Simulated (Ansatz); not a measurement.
# CH₈OSSi₂: a ladder of functionals and wavefunction methods

Aim: compute CH₈OSSi₂ with functionals from several rungs and with coupled cluster. The yardstick is the atomisation energy at the CCSD(T) limit.

Program: Ansatz 0.2.0, Gaussian basis. Level of theory: functionals in def2-TZVPP, the program's frozen cores in correlated methods. These are calculated values, not measurements.

The runs, in order: PBE-D4, r2SCAN-D4, PBE0-D4, B3LYP-D4, ωB97X-V, ωB97M-V, B2PLYP; CCSD(T)/def2-TZVPP; MP2/def2-QZVPP; extrapolation to the limit.

### Step 1. Structure used throughout

An earlier PBE0-D4 in a triple-zeta def2 set relaxation fixed the geometry.

SMILES `CO[SiH2]S[SiH3]`, 13 atoms, charge 0, spin multiplicity 1.

Atoms are counted from 1 here; the program's logs count them from 0.

Bond lengths: C1–O2 1.410 Å, C1–H6 1.095 Å, C1–H7 1.091 Å, C1–H8 1.096 Å, O2–Si3 1.640 Å, Si3–S4 2.119 Å, Si3–H9 1.485 Å, Si3–H10 1.488 Å, S4–Si5 2.143 Å, Si5–H11 1.484 Å, Si5–H12 1.486 Å, Si5–H13 1.482 Å. Angles: O2–C1–H6 111.1°, O2–C1–H7 108.2°, O2–C1–H8 111.6°, H6–C1–H7 108.6°, H6–C1–H8 108.7°, H7–C1–H8 108.6°, C1–O2–Si3 123.6°, O2–Si3–S4 107.9°, O2–Si3–H9 112.6°, O2–Si3–H10 108.2°, S4–Si3–H9 106.6°, S4–Si3–H10 111.7°, H9–Si3–H10 109.8°, Si3–S4–Si5 96.1°, S4–Si5–H11 106.5°, S4–Si5–H12 109.9°, S4–Si5–H13 111.6°, H11–Si5–H12 109.9° and more.

### Step 2. PBE-D4 (GGA)

in.yaml

```yaml
crystal:
  periodic: [false, false, false]
  atoms:
    - {symbol: C, position_ang: [-0.081420, -0.316299, -2.122528]}
    - {symbol: O, position_ang: [0.444939, 0.250767, -0.943247]}
    - {symbol: Si, position_ang: [1.188167, -0.622369, 0.229308]}
    - {symbol: S, position_ang: [1.172399, 0.528621, 2.008573]}
    - {symbol: Si, position_ang: [-0.915846, 1.004985, 1.952006]}
    - {symbol: H, position_ang: [0.713163, -0.530361, -2.844765]}
    - {symbol: H, position_ang: [-0.771073, 0.402485, -2.567448]}
    - {symbol: H, position_ang: [-0.627974, -1.243789, -1.916234]}
    - {symbol: H, position_ang: [2.613136, -0.900961, -0.082386]}
    - {symbol: H, position_ang: [0.449005, -1.903219, 0.395790]}
    - {symbol: H, position_ang: [-1.318734, 1.295346, 3.350109]}
    - {symbol: H, position_ang: [-1.684943, -0.156877, 1.435869]}
    - {symbol: H, position_ang: [-1.180839, 2.191670, 1.104943]}
basis:
  gaussian: {orbitals: def2-TZVPP}
hamiltonian: {xc: pbe, dispersion: d4}
output: {forces: true, orbitals: {seedname: orbitals}}
```

On the command line:

```
$ ansatz run in.yaml --threads 2 --pin off --events-out ev --progress --plain --max-ram 32768MiB --backend cuda --devices 0, --max-vram 18GiB
```

Further steps of the session: r2SCAN-D4 (meta-GGA); PBE0-D4 (hybrid); B3LYP-D4 (hybrid); ωB97X-V (range-separated); ωB97M-V (range-separated); B2PLYP (double hybrid); CCSD(T) in def2-TZVPP; MP2 in def2-QZVPP.

Q: Predict the results of all the runs planned. Wanted: atomisation energy, CCSD(T)/CBS; farthest; mean size of error, hybrid; mean size of error, range-separated; gap, smallest and largest; T1 diagnostic; triples share of the correlation energy.

The runs gave:

| quantity | value |
| --- | --- |
| atomisation energy, CCSD(T)/CBS | 4419.2 kJ/mol |
| functionals within 22.1 kJ/mol (0.5 %) | PBE-D4, r2SCAN-D4, B3LYP-D4, ωB97X-V, ωB97M-V |
| farthest | B2PLYP (-75.1 kJ/mol) |
| mean size of error, hybrid | 33.2 kJ/mol |
| mean size of error, range-separated | 13.0 kJ/mol |
| gap, smallest and largest | 5.47 eV (PBE-D4), 11.87 eV (ωB97X-V) |
| T1 diagnostic | 0.0114 |
| triples share of the correlation energy | 3.8 % |

In words: PBE-D4 misses by -3.5 kJ/mol. Double hybrids carry the basis error of their MP2 part in triple zeta, and no dispersion term here, so their miss is partly the set-up's. The reference freezes the cores and leaves out relativity and excitations past (T), so misses under about 22.1 kJ/mol can't be ranked. Hartree-Fock recovers 74 % of the binding; the rest is correlation. Orbital gaps span 5.5 to 11.9 eV; exact exchange widens them.
